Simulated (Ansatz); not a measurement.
# FGeH7Si: a reaction path by the nudged elastic band

Aim: the minimum-energy path between two given structures and its highest point. Both ends were relaxed at PBE0-D4 in triple zeta. A second band with other settings follows.

Method: PBE0-D4/def2-SVP; program: Ansatz 0.2.0, Gaussian basis.

23 further runs of the same task are left out: 1 that didn't finish, 22 set aside as unsound or not needed.

## Step 1: Where the work starts

The first end: 10 atoms, charge 0, spin multiplicity 1.

Atoms are counted from 1 here; the program's logs count them from 0.

Bond lengths: Ge1–Si2 2.381 Å, Ge1–H3 1.534 Å, Ge1–H4 1.534 Å, Ge1–H5 1.538 Å, Si2–H8 1.485 Å, Si2–H9 1.485 Å, Si2–H10 1.498 Å, H6–F7 0.926 Å. Angles: Si2–Ge1–H3 110.4°, Si2–Ge1–H4 110.4°, Si2–Ge1–H5 108.3°, H3–Ge1–H4 109.8°, H3–Ge1–H5 109.0°, H4–Ge1–H5 109.0°, Ge1–Si2–H8 111.4°, Ge1–Si2–H9 111.4°, Ge1–Si2–H10 111.3°, H8–Si2–H9 109.6°, H8–Si2–H10 106.5°, H9–Si2–H10 106.5°.

Geometry (Å):

```csv
atom,x (Å),y (Å),z (Å)
Ge1,-1.0987,0.7715,-0.3608
Si2,0.2952,-1.1551,-0.4753
H3,-0.3099,2.0253,-0.7590
H4,-1.6619,0.9400,1.0558
H5,-2.2657,0.5810,-1.3445
H6,1.6132,0.3897,1.4491
F7,1.5487,1.2009,1.8921
H8,0.8622,-1.3325,-1.8364
H9,-0.4434,-2.3816,-0.0808
H10,1.4601,-1.0392,0.4599
```

The second end:

```mol
FGeH7Si
  3D, bonds by distance, orders not assigned

 10  8  0  0  0  0  0  0  0  0999 V2000
   -1.1455    1.8519    0.2597 Ge  0  0
    1.0749   -1.8452   -0.3090 Si  0  0
   -0.9661    3.0873   -0.6302 H   0  0
   -2.3501    1.9714    1.2004 H   0  0
   -1.1590    0.5471   -0.5461 H   0  0
    1.5847   -0.8363    0.6504 H   0  0
    0.2649    1.7759    1.2797 F   0  0
    1.0023   -1.2488   -1.6679 H   0  0
   -0.2851   -2.2806    0.1012 H   0  0
    1.9789   -3.0228   -0.3382 H   0  0
  1  3  8  0
  1  4  8  0
  1  5  8  0
  1  7  8  0
  2  6  8  0
  2  8  8  0
  2  9  8  0
  2 10  8  0
M  END
```

## Step 2: The band at PBE0-D4/def2-SVP

Contents of neb/in.yaml:

```yaml
crystal:
  periodic: [false, false, false]
  atoms:
    - {symbol: Ge, position_ang: [-1.098664, 0.771507, -0.360829]}
    - {symbol: Si, position_ang: [0.295199, -1.155068, -0.475314]}
    - {symbol: H, position_ang: [-0.309853, 2.025286, -0.758986]}
    - {symbol: H, position_ang: [-1.661936, 0.939967, 1.055797]}
    - {symbol: H, position_ang: [-2.265669, 0.580958, -1.344456]}
    - {symbol: H, position_ang: [1.613212, 0.389734, 1.449147]}
    - {symbol: F, position_ang: [1.548685, 1.200869, 1.892093]}
    - {symbol: H, position_ang: [0.862183, -1.332468, -1.836441]}
    - {symbol: H, position_ang: [-0.443393, -2.381613, -0.080803]}
    - {symbol: H, position_ang: [1.460139, -1.039174, 0.459891]}
basis:
  gaussian: {orbitals: def2-SVP}
hamiltonian: {xc: pbe0, dispersion: d4}
neb:
  images: 5
  climbing: true
  max_iterations: 40
  initial_path: idpp
  final_atoms:
    - {symbol: Ge, position_ang: [-1.145516, 1.851915, 0.259672]}
    - {symbol: Si, position_ang: [1.074934, -1.845183, -0.308989]}
    - {symbol: H, position_ang: [-0.966071, 3.087295, -0.630167]}
    - {symbol: H, position_ang: [-2.350063, 1.971414, 1.200381]}
    - {symbol: H, position_ang: [-1.159025, 0.547119, -0.546050]}
    - {symbol: H, position_ang: [1.584670, -0.836251, 0.650446]}
    - {symbol: F, position_ang: [0.264885, 1.775892, 1.279720]}
    - {symbol: H, position_ang: [1.002296, -1.248794, -1.667901]}
    - {symbol: H, position_ang: [-0.285127, -2.280588, 0.101167]}
    - {symbol: H, position_ang: [1.978918, -3.022818, -0.338178]}
```

Started as:

```console
ansatz run in.yaml --threads 4 --pin off --events-out ev --progress --plain --max-ram 9574MiB
```

## Step 3: The band at BHLYP-D4/def2-SVPD, other settings

Changes to neb/in.yaml since step 2:

```diff
@@ -14,9 +14,10 @@
 basis:
-  gaussian: {orbitals: def2-SVP}
-hamiltonian: {xc: pbe0, dispersion: d4}
+  gaussian: {orbitals: def2-SVPD}
+hamiltonian: {xc: {name: BHLYP}, dispersion: d4}
 neb:
-  images: 5
+  images: 3
   climbing: true
-  max_iterations: 40
+  max_iterations: 60
   initial_path: idpp
+  max_displacement: 0.3
   final_atoms:
```

**Question.** What will these runs give? Wanted: from earlier runs: barrier over the separately found saddle, CCSD(T)/def2-TZVPP.

**Answer**, as computed:

| quantity | value |
| --- | --- |
| PBE0-D4/def2-SVP, 14 iterations | highest 1.876 eV (image 3), last end -0.284 eV |
| BHLYP-D4/def2-SVPD, 14 iterations | highest 2.230 eV (image 2), last end -0.319 eV |
| from earlier runs: barrier over the separately found saddle, CCSD(T)/def2-TZVPP | 2.130 eV |

**Reading.** The highest image lies 1.876 eV above the first end, and it climbed, so it estimates the saddle. The ends are not quite minima at this level (largest force component 0.14 eV/Å), which shifts the heights a little. The highest image is 0.254 eV below the CCSD(T) barrier in triple zeta, which comes from separate runs on the saddle. The second band's highest image lies at 2.230 eV; the levels differ.
